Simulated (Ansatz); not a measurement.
# MoS₂: a line through an energy map

One line of a two-coordinate grid on MoS2 (P6_3/mmc, No. 194; 6 atoms in the cell): lattice constant c is varied, at lattice constant a (and b) = 2.985 Å.

Program: Ansatz 0.2.0. Level of theory: DFT PBEsol, scalar-relativistic, plane waves, PAW. These are calculated values, not measurements.

71 further runs of the same task are left out: 71 set aside as unsound or not needed.

## 1. The structure to begin with

It takes space group P6_3/mmc (No. 194, hexagonal). The conventional cell has a = 3.142 Å, b = 3.142 Å, c = 12.570 Å, α = 90.00°, β = 90.00°, γ = 120.00°. Around Mo (site symmetry -6m2) lie 6 S at 2.39 Å. S (site symmetry 3m) has 3 Mo at 2.39 Å as nearest neighbours.

Structure file:

```xyz
6
Lattice="3.1416 0.0000 0.0000 -1.5708 2.7207 0.0000 0.0000 0.0000 12.5703" Properties=species:S:1:pos:R:3 pbc="T T T"
Mo    0.0000    1.8138    3.1426
Mo    1.5708    0.9069    9.4277
S     0.0000    1.8138    7.8689
S     1.5708    0.9069    1.5838
S     0.0000    1.8138   10.9865
S     1.5708    0.9069    4.7014
```

It is the result of an earlier relaxation at this level (volume 17.91 Å³/atom; gap on the mesh: 0.98 eV).

## 2. What is varied

The energy is mapped over the lattice constants a and c of the conventional cell.

First coordinate, lattice constant a (and b): 11 values from 2.985 to 3.299 Å. Second coordinate, lattice constant c: 11 values from 11.942 to 13.199 Å.

Nothing else is relaxed (fractional coordinates fixed). Energies count from the relaxed crystal. Points are written as (first, second).

## 3. Grid point (2.985 Å, 11.942 Å)

Input file input.yaml:

```yaml
crystal:
  lattice:
    - [2.9846, 0.0, 0.0]
    - [-1.4923, 2.5847394201, 0.0]
    - [0.0, 0.0, 11.9418]
  atoms:
    - { symbol: Mo, position: [0.3333333333, 0.6666666667, 0.25] }
    - { symbol: Mo, position: [0.6666666667, 0.3333333333, 0.75] }
    - { symbol: S, position: [0.3333333333, 0.6666666667, 0.6259932117] }
    - { symbol: S, position: [0.6666666667, 0.3333333333, 0.1259932117] }
    - { symbol: S, position: [0.3333333333, 0.6666666667, 0.8740067883] }
    - { symbol: S, position: [0.6666666667, 0.3333333333, 0.3740067883] }
basis:
  ecutwfc: 420
kpoints:
  mp_grid: { grid: [12, 12, 2] }
hamiltonian:
  xc: pbesol
scf:
  occupations: { method: cold, width: 0.2 }
output:
  forces: true
  stress: true
  eigenvalues: true
```

The run is started by

```sh
$ ansatz run input.yaml --threads 2 --pin off --max-ram 4096MiB --backend cpu --events-out ev --progress --plain --runs-dir out
```

The session goes on with these runs: the other points of the line.

**Question.** What will these runs give? Wanted: for each run, lattice constant c; energy; slope; pressure; largest force on an atom.

**Answer**, as computed:

```
lattice constant c (Å)  step  energy (meV/atom)  slope (meV/atom per Å)  pressure (GPa)  band gap on the k-mesh (eV)  largest force on an atom (eV/Å)
                11.942     3                230                    −281            33.0                         0.84                             3.23
                12.068     4                197                    −243            29.9                         0.91                             2.81
                12.193     –                168                    −207            27.0                         0.98                             2.40
                12.319     5                145                    −172            24.2                         1.05                             2.01
                12.445     6                125                    −139            21.6                         1.11                             1.63
                12.570     7                110                    −107            19.1                         1.17                             1.27
                12.696     8                 98                     −77            16.7                         1.23                             0.92
                12.822     9                 90                     −47            14.5                         1.27                             0.58
                12.947    10                 86                     −20            12.3                         1.22                             0.25
                13.073     –                 85                       7            10.3                         1.17                             0.06
                13.199    11                 88                      33             8.4                         1.12                             0.36
```

Energies count from the relaxed crystal. Rows without a step come from runs not printed here or follow by symmetry. Slopes come from the forces (and the stress, where the cell changes), not from differences of energies.

What this shows: The lowest point of the line is at 13.073 Å, 85 meV/atom from the zero. Energies and slopes round the minimum, fitted together, put the minimum at 13.0385 Å, with a curvature of about 210 meV/atom per Å². The highest point computed, at 11.942 Å, lies 144 meV/atom above the lowest. This is one cut through a surface in two coordinates; the map's lowest point lies off it. With the other coordinates free, the energies away from the reference would be the same or lower. The gap on the mesh closes on part of the grid.

These are semilocal Kohn-Sham gaps, which aren't the measured quantity. Such gaps usually fall short of the measured ones.
